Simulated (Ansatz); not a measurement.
**Rh: pressure up to the limit of the methods**

One table from this session's results is given with a row withheld; the runs are named, their logs left out.

Method: DFT, PBEsol, PAW with Ansatz's default frozen-core files, scalar-relativistic, in Ansatz 0.2.0.

### Starting point

It takes space group Fm-3m (No. 225, cubic). Conventional cell: a = 3.803 Å, b = 3.803 Å, c = 3.803 Å, α = 90.00°, β = 90.00°, γ = 90.00°. Rh (site symmetry m-3m) is surrounded by 12 Rh at 2.69 Å.

As a file:

```xyz
1
Lattice="0.0000 1.9015 1.9015 1.9015 0.0000 1.9015 1.9015 1.9015 0.0000" Properties=species:S:1:pos:R:3 pbc="T T T"
Rh    0.0000    0.0000    0.0000
```

Whether this phase is the stable one at these pressures isn't tested.

Set-up of the first run:

File input.yaml:

```yaml
crystal:
  lattice:
    - [0.0, 1.9014762304, 1.9014762304]
    - [1.9014762304, 0.0, 1.9014762304]
    - [1.9014762304, 1.9014762304, 0.0]
  atoms:
    - { symbol: Rh, position: [0.0, 0.0, 0.0] }
kpoints:
  mp_grid: { grid: [17, 17, 17] }
scf:
  occupations: { method: fermi_dirac, width: 0.05 }
hamiltonian:
  xc: pbesol
  pseudopotentials: { kind: paw }
output:
  forces: true
  stress: true
relax:
  f_tol: 0.005
  max_steps: 40
  cell: {}
```

Started as:

```console
> ansatz run input.yaml --threads 1 --pin off --max-ram 2048MiB --backend cpu --events-out ev --progress --plain --runs-dir out
```

Steps of the session up to this table: Cell relaxed at zero pressure, PAW; Volume scaled by 1, PAW; Volume scaled by 0.94, PAW; Volume scaled by 0.88, PAW; Volume scaled by 0.8, PAW; Volume scaled by 0.72, PAW; Volume scaled by 0.64, PAW; Volume scaled by 0.55, PAW; Volume scaled by 0.45, PAW; Volume scaled by 0.45, PAW (cutoff 250 eV).

One of the session's tables, all rows but one given; the rest of the session is left out.

```
             method  volume over the first  volume (Å³/atom)  pressure (GPa)
                PAW                      1            13.503            0.00
                PAW                   0.94            12.692           21.38
                PAW                   0.88            11.882           52.14
                PAW                    0.8            10.802          115.16
                PAW                   0.72             9.722          218.72
                PAW                   0.64             8.642          392.57
                PAW                   0.55             7.426          744.99
                PAW                   0.45                 ?               ?
PAW (cutoff 250 eV)                   0.45             6.076         1616.82
```

Q: Estimate the row for PAW, 0.45 from the others.

The run gave: volume (Å³/atom): 6.076; pressure (GPa): 1550.97.

Limits of these values: Warnings in the runs' records: cutoff below recommended.
